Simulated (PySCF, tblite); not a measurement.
**C2H8BS2Si−: geometry, infrared bands and NMR shifts**

Wanted: the infrared bands and NMR shifts of C2H8BS2Si− (`[BH3-]SC(=C)S[SiH3]`), by calculation.

Computed with tblite 0.8.0 and PySCF 2.14.0, with density-fitted response routines of our own, on a single molecule in the gas phase. Atoms count from 0, in the outputs and in this text.

### Step 1. The molecule as given

14 atoms, charge -1, multiplicity 1; geometry from: force field or distance geometry start.

Bonds of the start (Å): B0–S1 1.85, S1–C2 1.80, C2–C3 1.36, C2–S4 1.79, S4–Si5 2.13, B0–H6 1.20, B0–H7 1.17, B0–H8 1.21, C3–H9 1.07, C3–H10 1.08, Si5–H11 1.46, Si5–H12 1.48, Si5–H13 1.48.

### Step 2. Optimising the geometry with GFN2-xTB

What the job is given:

```
{"job": {"kind": "relax", "xc": "GFN2-xTB", "basis": "xTB"}, "charge": -1, "multiplicity": 1}
B     -3.106300     0.051800     0.589200
S     -1.647900    -0.381600     1.640300
C     -0.053200    -0.183800     0.823300
C     -0.069900     0.266700    -0.458900
S      1.497900    -0.540200     1.632600
Si     3.195100    -0.200400     0.390400
H     -2.911500     0.920700    -0.210600
H     -3.609400    -0.864900     0.055900
H     -3.948600     0.494300     1.338600
H      0.833700     0.408400    -1.015600
H     -1.043000     0.454000    -0.876900
H      2.868700     0.206200    -0.978600
H      3.943000    -1.481600     0.340400
H      4.050700     0.850000     0.987700
```

Started as:

```sh
$ OMP_NUM_THREADS=1 python probes_run.py task.json out
```

This one command runs all jobs of the session in turn.

**Question.** This job is followed by: GFN2-xTB harmonic vibrations, gas phase; GIAO PBE0/pcSseg-1 NMR shielding, non-relativistic, gas phase. What will the session give for the following? strongest single infrared mode (GFN2-xTB); zero-point energy (GFN2-xTB); 13C shifts against TMS (PBE0/pcSseg-1); 1H shifts against TMS (PBE0/pcSseg-1, means over atoms taken as alike); 11B shifts against BF3·OEt2 (PBE0/pcSseg-1); 33S shifts against CS2 (PBE0/pcSseg-1); 29Si shifts against TMS (PBE0/pcSseg-1).

**Answer**, as computed:

```
                                                              quantity                       value
                             strongest single infrared mode (GFN2-xTB)       2014 cm⁻¹, 515 km/mol
                                          zero-point energy (GFN2-xTB)               55.3 kcal/mol
                                13C shifts against TMS (PBE0/pcSseg-1)            161.9, 113.1 ppm
1H shifts against TMS (PBE0/pcSseg-1, means over atoms taken as alike)  5.42, 5.19, 4.72, 1.77 ppm
                           11B shifts against BF3·OEt2 (PBE0/pcSseg-1)                   -25.7 ppm
                                33S shifts against CS2 (PBE0/pcSseg-1)                  88, 39 ppm
                               29Si shifts against TMS (PBE0/pcSseg-1)                  -128.3 ppm
```

The optimisation took 235 steps and gained 0.954 eV; among the close pairs (by a distance rule), B0–S1 changed most, from 1.849 to 1.977 Å. All 36 modes are real, so the xTB geometry is a minimum. The strongest single mode, at 2014 cm⁻¹, moves mainly H11. GFN2-xTB is a fitted tight-binding method: band positions and strengths are rough. Its intensities can rank the bands wrongly. At PBE0/pcSseg-1: The largest span, 742 ppm, is at S4, where the paramagnetic term is -593 ppm.
